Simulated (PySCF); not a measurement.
**CH₉ClSi₄: electronic excitations**

What electronic excitations should CH₉ClSi₄ (`[SiH3][Si]1(Cl)[SiH2]C[SiH2]1`) show?

Computed with PySCF 2.14.0, with density-fitted response routines of our own, on a single molecule in the gas phase. Atoms count from 0, in the outputs and in this text.

## (1) The starting structure

15 atoms, charge 0, multiplicity 1; geometry from: GFN2-xTB.

Bonds of the start (Å): Si0–Si1 2.33, Si1–Cl2 2.09, Si1–Si3 2.38, Si3–C4 1.93, C4–Si5 1.93, Si5–Si1 2.38, Si0–H6 1.47, Si0–H7 1.47, Si0–H8 1.47, Si3–H9 1.47, Si3–H10 1.47, C4–H11 1.09, C4–H12 1.09, Si5–H13 1.47, Si5–H14 1.47.

## (2) Excited states and response: wB97X-D/def2-SVPD

What the job is given:

```
{"job": {"kind": "uv", "xc": "wB97X-D", "basis": "def2-SVPD", "nstates": 8, "ntriplets": 3}, "charge": 0, "multiplicity": 1}
Si     2.769685    -0.352375     0.296172
Si     0.678790    -0.175324    -0.717884
Cl     1.043669    -0.459293    -2.759084
Si    -1.223800    -1.375280     0.045322
C     -2.024737     0.334050     0.444912
Si    -0.803919     1.631588    -0.296723
H      2.594617    -0.162207     1.738603
H      3.733987     0.654619    -0.155353
H      3.412451    -1.655939     0.107336
H     -1.089563    -2.199858     1.254566
H     -2.073517    -2.157318    -0.862415
H     -2.137439     0.472894     1.518817
H     -3.030334     0.426483     0.039728
H     -1.439906     2.391415    -1.380930
H     -0.414396     2.634533     0.705021
```

Level: TDDFT wB97X-D/def2-SVPD, vertical, gas phase, core orbitals frozen in the response.

Run with:

```sh
$ OMP_NUM_THREADS=1 python probes_run.py task.json out
```

The driver reads the jobs from task.json and runs them one after another.

What will the session give for the following? lowest singlet (wB97X-D/def2-SVPD); brightest single state of those computed; lowest triplet. Wanted: lowest singlet; brightest single state of those computed; lowest triplet.

The runs gave:

```
                                quantity                        value
      lowest singlet (wB97X-D/def2-SVPD)  4.72 eV (263 nm), f = 0.002
brightest single state of those computed  state 7, 6.32 eV, f = 0.164
                          lowest triplet                      4.21 eV
```

In words: The first singlet state (HOMO→LUMO 0.97) lies at 4.72 eV and is weak; of the 8 states computed, the strongest absorption comes from state 7 at 6.32 eV. The lowest triplet lies 0.51 eV below the lowest singlet (triplets in Tamm-Dancoff, singlets in full TDDFT).
